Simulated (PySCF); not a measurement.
# C2H11OPSi3: the cost of one run

Computed with PySCF 2.14.0 and routines of our own; the level stands in each step. Atoms count from 0.

## (1) The starting structure

18 atoms, charge -1, multiplicity 2; geometry from: GFN2-xTB.

## (2) Open-shell or spin-flip excitations: unrestricted TDDFT CAM-B3LYP/def2-SVP in acetonitrile

The job: settings as JSON, then the geometry in Å.

```
{"job": {"kind": "uabs", "xc": "CAM-B3LYP", "basis": "def2-SVP", "nstates": 10, "tda": false, "solvent": "acetonitrile", "pol": false}, "charge": -1, "multiplicity": 2}
C      0.324042     1.778199     2.134061
C      0.866301     0.752539     1.464935
Si     0.119506    -0.127551    -0.015748
Si    -1.226308     1.389011    -1.117874
P     -1.625663    -2.445331    -0.464882
Si     1.874034    -1.037646    -1.193099
O      1.258096    -2.221828    -2.141308
H      0.742155     2.176042     3.049671
H     -0.564070     2.274125     1.773306
H      1.749886     0.296181     1.904581
H     -2.600856     1.470912    -0.582839
H     -0.834338     2.813658    -1.162641
H     -1.432554     1.076643    -2.543391
H     -2.458228    -1.938855     0.502558
H     -2.222979    -1.660661    -1.426807
H      2.656172    -0.308133    -2.211095
H      2.924253    -1.668315    -0.357466
H      0.441791    -2.612671    -1.823563
```

Method: unrestricted TDDFT CAM-B3LYP/def2-SVP, vertical, IEF-PCM acetonitrile (non-equilibrium linear response), core orbitals frozen in the response.

On the command line:

```sh
$ OMP_NUM_THREADS=1 python excited_run.py task.json out
```

One launch serves the whole session: the jobs run in the order shown.

Q: Estimate the wall time and peak memory of this first job on 1 thread of Arm Neoverse V1, shared host.

About 81 s, with a peak of 0.92 GiB.
